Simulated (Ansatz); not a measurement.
# GeF₂ (SMILES [F][Ge][F]): a rigid scan of the bond length Ge2–F3

How does the energy rise as the bond length Ge2–F3 leaves its equilibrium value, and do density functionals follow CCSD(T)? No other atom is relaxed.

Program: Ansatz 0.2.0, Gaussian basis. Level of theory: single points in def2-TZVPP. These are calculated values, not measurements.

Levels: PBE-D4, r2SCAN-D4, PBE0-D4, B3LYP-D4, wB97M-V, Hartree-Fock, MP2, CCSD, CCSD(T). The scan takes 1.570, 1.605, 1.657, 1.717, 1.783, 1.854, 1.930, 2.010, 2.094 Å.

Cores are frozen in the correlated methods. Filled d shells of the heavier atoms are correlated. B3LYP uses VWN-RPA correlation.

27 further runs of the same task are left out: 27 set aside as unsound or not needed.

## Step 1: The system as given

SMILES `[F][Ge][F]`, 3 atoms, charge 0, spin multiplicity 1.

Atoms are counted from 1 here; the program's logs count them from 0.

Bond lengths: F1–Ge2 1.736 Å, Ge2–F3 1.768 Å. Angles: F1–Ge2–F3 110.6°.

As a file:

```
F    -0.6622   -1.2393   -0.5053
Ge    0.5478   -0.2678    0.2736
F     0.1035    1.4423    0.2185
```

## Step 2: A first relaxation in a small basis

pre/in.yaml

```yaml
crystal:
  periodic: [false, false, false]
  atoms:
    - {symbol: F, position_ang: [-0.662200, -1.239300, -0.505300]}
    - {symbol: Ge, position_ang: [0.547800, -0.267800, 0.273600]}
    - {symbol: F, position_ang: [0.103500, 1.442300, 0.218500]}
basis:
  gaussian: {orbitals: def2-SVP}
hamiltonian: {xc: pbe, dispersion: d4}
relax: {f_tol: 0.03, max_steps: 250}
```

No record of the launch command was kept for these runs.

Further steps of the session: Finding the minimum; Reference energies at the minimum; Ge2–F3 = 1.570 Å; Ge2–F3 = 1.605 Å; Ge2–F3 = 1.657 Å; Ge2–F3 = 1.717 Å; Ge2–F3 = 1.783 Å; Ge2–F3 = 1.854 Å; Ge2–F3 = 1.930 Å; Ge2–F3 = 2.010 Å; Ge2–F3 = 2.094 Å.

**Question.** What will these runs give? Wanted: highest point, CCSD(T); lowest point, CCSD(T); minimum along the scan, CCSD(T); RMS deviation from CCSD(T); largest T1 diagnostic.

**Answer**, as computed:

| quantity | value |
| --- | --- |
| highest point, CCSD(T) | 0.949 eV at 2.094 Å |
| lowest point, CCSD(T) | 0.000 eV at 1.745 Å |
| minimum along the scan, CCSD(T) | 1.738 Å |
| curvature there | 27.2 eV/Å² |
| RMS deviation from CCSD(T) | PBE-D4 0.150, r2SCAN-D4 0.037, PBE0-D4 0.033, B3LYP-D4 0.092, wB97M-V 0.037, Hartree-Fock 0.106, MP2 0.008, CCSD 0.027 eV |
| largest T1 diagnostic | 0.018 |

What this shows: A polynomial through the near points puts the CCSD(T) minimum 0.007 Å below the PBE0-D4 value. The third derivative is negative, the usual anharmonicity of a bond. Curvature against CCSD(T): PBE-D4 -17 %, Hartree-Fock +12 %. Best along the scan: MP2. Worst: PBE-D4.
